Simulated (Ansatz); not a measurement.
# C3H11AlO2: up Jacob's ladder to CCSD(T)

The task here is to estimate one member of a computed series from the others.

Method: functionals in def2-TZVPP, the program's frozen cores in correlated methods; program: Ansatz 0.2.0, Gaussian basis.

Levels to be run: LDA (SPW92), PBE-D4, revPBE-D4, BLYP-D4, r2SCAN-D4, B97M-V, PBE0-D4, B3LYP-D4, r2SCANh-D4, r2SCAN0-D4, HSE06-D4, BHLYP-D4, CAM-B3LYP-D4, LC-ωPBE, ωB97X-V, ωB97M-V, B2PLYP, PBE-QIDH; CCSD(T)/def2-SVP; MP2/def2-TZVPP; MP2/def2-QZVPP; RPA on PBE.

### The geometry

All runs share one geometry, relaxed beforehand with PBE0-D4 in a triple-zeta def2 set.

SMILES `C[O][Al-]([CH3])([CH3])[OH2+]`, 17 atoms, charge 0, spin multiplicity 1.

Atoms are counted from 1 here; the program's logs count them from 0.

Bond lengths: C1–O2 1.393 Å, C1–H7 1.096 Å, C1–H8 1.098 Å, C1–H9 1.099 Å, O2–Al3 1.752 Å, Al3–C4 1.964 Å, Al3–C5 1.958 Å, Al3–O6 2.008 Å, C4–H10 1.096 Å, C4–H11 1.096 Å, C4–H12 1.095 Å, C5–H13 1.095 Å, C5–H14 1.095 Å, C5–H15 1.096 Å, O6–H16 0.963 Å, O6–H17 0.979 Å. Angles: O2–C1–H7 110.3°, O2–C1–H8 111.6°, O2–C1–H9 112.3°, H7–C1–H8 107.3°, H7–C1–H9 107.4°, H8–C1–H9 107.7°, C1–O2–Al3 131.3°, O2–Al3–C4 116.9°, O2–Al3–C5 116.0°, O2–Al3–O6 83.1°, C4–Al3–C5 121.1°, C4–Al3–O6 101.7°, C5–Al3–O6 108.4°, Al3–C4–H10 112.5°, Al3–C4–H11 110.8°, Al3–C4–H12 113.0°, H10–C4–H11 106.1°, H10–C4–H12 107.7° and more.

Set-up of the first run:

in.yaml

```yaml
crystal:
  periodic: [false, false, false]
  atoms:
    - {symbol: C, position_ang: [-1.321988, -1.976785, 0.623621]}
    - {symbol: O, position_ang: [-0.336127, -1.020211, 0.856303]}
    - {symbol: Al, position_ang: [0.232337, 0.316586, -0.123171]}
    - {symbol: C, position_ang: [2.048090, 0.171019, -0.858577]}
    - {symbol: C, position_ang: [-1.148554, 1.359524, -1.038428]}
    - {symbol: O, position_ang: [0.582974, 1.159916, 1.665539]}
    - {symbol: H, position_ang: [-1.693578, -2.377889, 1.573549]}
    - {symbol: H, position_ang: [-0.934375, -2.822864, 0.040773]}
    - {symbol: H, position_ang: [-2.183920, -1.564613, 0.080584]}
    - {symbol: H, position_ang: [2.496709, 1.149445, -1.064746]}
    - {symbol: H, position_ang: [2.039722, -0.366208, -1.813335]}
    - {symbol: H, position_ang: [2.732966, -0.376903, -0.202279]}
    - {symbol: H, position_ang: [-0.777353, 2.339430, -1.355864]}
    - {symbol: H, position_ang: [-2.026256, 1.530751, -0.407352]}
    - {symbol: H, position_ang: [-1.500218, 0.852183, -1.943650]}
    - {symbol: H, position_ang: [1.514865, 1.266415, 1.883218]}
    - {symbol: H, position_ang: [0.255706, 0.359603, 2.124015]}
basis:
  gaussian: {orbitals: def2-TZVPP}
hamiltonian: {xc: lda}
output: {orbitals: {seedname: orbitals}}
```

Started as:

```
> ansatz run in.yaml --threads 4 --pin off --events-out ev --progress --plain --max-ram 11315MiB
```

Steps of the session up to this table: LDA; PBE-D4 (GGA); revPBE-D4 (GGA); BLYP-D4 (GGA); r2SCAN-D4 (meta-GGA); B97M-V (meta-GGA); PBE0-D4 (hybrid); B3LYP-D4 (hybrid); r2SCANh-D4 (hybrid); r2SCAN0-D4 (hybrid); HSE06-D4 (hybrid); BHLYP-D4 (hybrid); CAM-B3LYP-D4 (range-separated); LC-ωPBE (range-separated); ωB97X-V (range-separated); ωB97M-V (range-separated); B2PLYP (double hybrid); PBE-QIDH (double hybrid).

One of the session's tables, all rows but one given; the rest of the session is left out.

It belongs to the step «Orbital energies across the functionals». 

| functional | HOMO (eV) | gap (eV) |
| --- | --- | --- |
| LDA (SPW92) | -5.64 | 4.72 |
| PBE-D4 | -5.50 | 4.70 |
| revPBE-D4 | -5.45 | 4.72 |
| BLYP-D4 | -5.41 | 4.56 |
| r2SCAN-D4 | -5.78 | 5.66 |
| B97M-V | -5.89 | 5.30 |
| PBE0-D4 | -6.86 | 6.94 |
| B3LYP-D4 | -6.65 | 6.34 |
| r2SCANh-D4 | -6.29 | 6.43 |
| r2SCAN0-D4 | ? | ? |
| HSE06-D4 | -6.46 | 6.17 |
| BHLYP-D4 | -8.13 | 8.82 |
| CAM-B3LYP-D4 | -8.26 | 9.09 |
| LC-ωPBE | -9.59 | 11.80 |
| ωB97X-V | -9.26 | 11.22 |
| ωB97M-V | -9.13 | 10.64 |

Estimate the missing values for r2SCAN0-D4.

Worked estimate for «HOMO (eV)». Against the share of exact exchange, r2SCAN-D4 (0, -5.78), r2SCANh-D4 (0.1, -6.29) give a slope of -5.10 per unit share; at 0.25 the line stands at -7.05.

**Answer.** HOMO (eV): -7.06; gap (eV): 7.57. In «HOMO (eV)» the line misses by +0.01.
